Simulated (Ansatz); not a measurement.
CH5BGeO, SMILES [BH2][GeH]1[CH2][O]1, harmonic frequencies at the relaxed geometry

With Ansatz 0.2.0 through its Python package.

Typed at the interpreter:
```pycon
>>> import itertools
>>> import ansatz as az
>>> from ase import Atoms
>>> from ase.data import atomic_numbers, covalent_radii
>>> from ase.thermochemistry import IdealGasThermo
>>> import numpy as np
>>> atoms = Atoms(["B", "Ge", "C", "O", "H", "H", "H", "H", "H"], positions=[
...     (-0.5911, 1.6559, -0.1194),
...     (0.7017, 0.2068, 0.0633),
...     (0.0027, -1.5682, -0.2432),
...     (0.0069, -1.1324, 1.0484),
...     (-1.7154, 1.4631, -0.5731),
...     (-0.3506, 2.8176, 0.1821),
...     (2.1403, 0.4721, 0.6613),
...     (-0.9152, -1.618, -0.734),
...     (0.8091, -2.3432, -0.3026),
... ])
>>> mol = az.Crystal.molecule_from_ase(atoms)
>>> job = (
...     mol.calculation()
...     .basis(gaussian="def2-SVP")
...     .functional("cam_b3lyp")
... )
>>> symbols = [site.symbol for site in mol.cartesian_sites]
>>> start = np.array([site.position_ang for site in mol.cartesian_sites], dtype=float)
>>> rep = job.relax(force_tolerance=0.003).run(threads=1, pin="off").report
>>> end = np.array(rep["positions_ang"])
>>> # pairs closer than 1.2 times the sum of covalent radii, before or after
>>> radius = [covalent_radii[atomic_numbers[s]] for s in symbols]
>>> span = lambda where, i, j: np.linalg.norm(where[i] - where[j])
>>> bonded = [(i, j) for i, j in itertools.combinations(range(len(symbols)), 2) if min(span(start, i, j), span(end, i, j)) < 1.2 * (radius[i] + radius[j])]
>>> print("pair        before    after (A)")
pair        before    after (A)
>>> for i, j in bonded:
...     print(f"{symbols[i]}{i}-{symbols[j]}{j}".ljust(10), f"{span(start, i, j):8.4f} {span(end, i, j):8.4f}")
...
B0-Ge1       1.9505   2.0052
B0-H4        1.2276   1.2015
B0-H5        1.2240   1.2021
Ge1-C2       1.9321   1.9435
Ge1-O3       1.8018   1.8593
Ge1-H6       1.5804   1.5263
C2-O3        1.3631   1.3853
C2-H7        1.0421   1.1003
C2-H8        1.1200   1.1013
>>> for first, second in list(itertools.combinations(bonded, 2)):
...     shared = set(first) & set(second)
...     if shared and symbols[(j := shared.pop())] != "H":
...         i, k = sorted((set(first) | set(second)) - {j})
...         u, v = end[i] - end[j], end[k] - end[j]
...         angle = np.degrees(np.arccos(np.clip(u @ v / np.linalg.norm(u) / np.linalg.norm(v), -1, 1)))
...         print(f"final angle {symbols[i]}{i}-{symbols[j]}{j}-{symbols[k]}{k}: {angle:.2f} deg")
...
final angle Ge1-B0-H4: 117.79 deg
final angle Ge1-B0-H5: 121.68 deg
final angle B0-Ge1-C2: 117.86 deg
final angle B0-Ge1-O3: 113.11 deg
final angle B0-Ge1-H6: 127.58 deg
final angle H4-B0-H5: 120.43 deg
final angle C2-Ge1-O3: 42.66 deg
final angle C2-Ge1-H6: 114.12 deg
final angle Ge1-C2-O3: 65.43 deg
final angle Ge1-C2-H7: 119.52 deg
final angle Ge1-C2-H8: 116.62 deg
final angle O3-Ge1-H6: 109.01 deg
final angle Ge1-O3-C2: 71.92 deg
final angle O3-C2-H7: 116.53 deg
final angle O3-C2-H8: 116.51 deg
final angle H7-C2-H8: 113.90 deg
>>> # same settings at the minimum
>>> minimum = az.Crystal.molecule()
>>> for symbol, place in zip(symbols, end):
...     minimum = minimum.atom(symbol, place.tolist())
...
>>> vibrating = (
...     minimum.calculation()
...     .basis(gaussian="def2-SVP")  # atom-centred Gaussian functions
...     .functional("cam_b3lyp")
...     .phonons(temperatures=(200, 600, 100))
... )
>>> vib = vibrating.run(threads=1, pin="off").report["vibrations"]
>>> sums = vib["harmonic_sums"]
>>> modes = [m["omega_inv_cm"] for m in sums["modes_at_gamma"] if m["rigid_motion"] == "no"]
>>> for number, w in enumerate(modes, start=1):
...     print(f"mode {number:2d} {w:9.1f} 1/cm {w / 8065.544 * 1000:8.2f} meV")
...
mode  1     128.9 1/cm    15.98 meV
mode  2     153.5 1/cm    19.04 meV
mode  3     275.4 1/cm    34.14 meV
mode  4     488.8 1/cm    60.60 meV
mode  5     513.0 1/cm    63.60 meV
mode  6     596.2 1/cm    73.92 meV
mode  7     613.1 1/cm    76.02 meV
mode  8     628.6 1/cm    77.94 meV
mode  9     736.8 1/cm    91.35 meV
mode 10     785.0 1/cm    97.33 meV
mode 11     899.3 1/cm   111.50 meV
mode 12    1060.1 1/cm   131.44 meV
mode 13    1146.4 1/cm   142.14 meV
mode 14    1159.3 1/cm   143.74 meV
mode 15    1161.7 1/cm   144.04 meV
mode 16    1486.0 1/cm   184.24 meV
mode 17    2203.0 1/cm   273.14 meV
mode 18    2614.4 1/cm   324.15 meV
mode 19    2726.7 1/cm   338.07 meV
mode 20    3062.1 1/cm   379.65 meV
mode 21    3154.5 1/cm   391.10 meV
>>> print("imaginary modes:", sum(w < 0 for w in modes), " zero-point energy:", round(sums["zero_point_energy_ev"], 4), "eV")
imaginary modes: 0  zero-point energy: 1.5866 eV
>>> # rigid rotor and ideal gas, symmetry number taken as one
>>> gas = IdealGasThermo(vib_energies=[w / 8065.544 for w in modes if w > 0], geometry="linear" if len(modes) == 3 * len(symbols) - 5 else "nonlinear",
...                      atoms=Atoms(symbols, positions=end), symmetrynumber=1, spin=0.0)
>>> print(f"H(298 K) - E = {gas.get_enthalpy(298.15, verbose=False):.4f} eV")
H(298 K) - E = 1.7712 eV
>>> print(f"S(298 K, 1 bar) = {96485.33 * gas.get_entropy(298.15, 1e5, verbose=False):.1f} J/(mol K) with symmetry number 1")
S(298 K, 1 bar) = 317.9 J/(mol K) with symmetry number 1
```

The frequencies are harmonic and unscaled, in a modest basis. The entropy takes a symmetry number of 1; a symmetric molecule's is lower by R ln(sigma). The whole script took 4.4 min on 1 thread of Arm Neoverse V1 (shared host), peak memory 0.38 GiB.
